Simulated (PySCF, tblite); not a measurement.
**C5H14B2O: geometry, infrared bands and NMR shifts**

Wanted: the infrared bands and NMR shifts of C5H14B2O (`BCC[C@@H](C)BOC`), by calculation.

The runs use tblite 0.8.0 and PySCF 2.14.0, with density-fitted response routines of our own; the level of theory stands in each step. All values are computed, except where a source is named. Atoms are numbered from 0 throughout.

**1. Starting geometry**

22 atoms, charge 0, multiplicity 1; geometry from: force field or distance geometry start.

Bonds of the start (Å): B0–C1 1.58, C1–C2 1.54, C2–C3 1.53, C3–C4 1.55, C3–B5 1.60, B5–O6 1.48, O6–C7 1.41, B0–H8 1.19, B0–H9 1.18, C1–H10 1.12, C1–H11 1.11, C2–H12 1.11, C2–H13 1.12, C3–H14 1.12, C4–H15 1.11, C4–H16 1.11, C4–H17 1.10, B5–H18 1.17, C7–H19 1.11, C7–H20 1.12, C7–H21 1.10.

**2. Geometry optimisation with GFN2-xTB**

What the job is given:

```
{"job": {"kind": "relax", "xc": "GFN2-xTB", "basis": "xTB"}, "charge": 0, "multiplicity": 1}
B     -2.888500     1.647600    -0.244300
C     -1.851200     0.764400     0.547600
C     -0.797800     0.142400    -0.388600
C      0.305600    -0.605700     0.354000
C     -0.216500    -1.889100     1.048300
B      1.480400    -0.996200    -0.656900
O      2.848900    -0.476400    -0.445200
C      2.988800     0.736600    -1.141400
H     -4.041600     1.375800    -0.217000
H     -2.535000     2.589800    -0.853200
H     -2.411800    -0.040300     1.081800
H     -1.346900     1.400800     1.311300
H     -1.319400    -0.538500    -1.097800
H     -0.338900     0.969800    -0.984000
H      0.736400     0.060800     1.143100
H     -0.727000    -2.547100     0.318200
H      0.623100    -2.446200     1.512200
H     -0.930600    -1.638700     1.850900
H      1.266400    -1.713200    -1.559600
H      2.847500     0.590800    -2.236300
H      2.284100     1.518300    -0.752800
H      4.013300     1.113600    -0.993900
```

On the command line:

```console
$ OMP_NUM_THREADS=1 python probes_run.py task.json out
```

This one command runs all jobs of the session in turn.

**Question.** This job is followed by: GFN2-xTB harmonic vibrations, gas phase; GIAO PBE0/pcSseg-1 NMR shielding, non-relativistic, gas phase. What will the session give for the following? strongest single infrared mode (GFN2-xTB); zero-point energy (GFN2-xTB); 13C shifts against TMS (PBE0/pcSseg-1); 1H shifts against TMS (PBE0/pcSseg-1, means over atoms taken as alike); 11B shifts against BF3·OEt2 (PBE0/pcSseg-1); 17O shifts against H2O (PBE0/pcSseg-1); surface potential, 1st and 99th percentile.

The runs gave:

```
                                                              quantity                                                     value
                             strongest single infrared mode (GFN2-xTB)                                     1360 cm⁻¹, 163 km/mol
                                          zero-point energy (GFN2-xTB)                                            115.6 kcal/mol
                                13C shifts against TMS (PBE0/pcSseg-1)                          56.0, 35.8, 30.8, 26.7, 16.3 ppm
1H shifts against TMS (PBE0/pcSseg-1, means over atoms taken as alike)  8.16, 5.02, 4.08, 1.78, 1.64, 1.56, 1.30, 1.11, 0.85 ppm
                           11B shifts against BF3·OEt2 (PBE0/pcSseg-1)                                            93.3, 47.8 ppm
                                17O shifts against H2O (PBE0/pcSseg-1)                                                 177.5 ppm
                                 surface potential, 1st and 99th percentile                                        -1.20 V and 1.38 V
```

In words: Over 167 steps the energy fell by 1.162 eV; of the close pairs, B5–O6 changed most, 1.479 to 1.326 Å. No mode is imaginary among the 60: a minimum at this level. The strongest single mode, at 1360 cm⁻¹, is spread over several atoms, B5, H14, O6 among them. Unscaled tight-binding wavenumbers are off by several per cent, some by more. Its intensities can rank the bands wrongly. C7 (methyl carbon bonded to O) lies farthest downfield among carbon, at 56.0 ppm; pulled downfield by the heteroatom. At PBE0/pcSseg-1: Shielding is most anisotropic at O6 (span 406 ppm, paramagnetic term -231 ppm). At PBE0/pcSseg-1, counted by nearest atom on the grid, the HOMO lies on C3 23 %; O6 16 %, the LUMO on B0 52 %; H8, H9 about 16 % each.
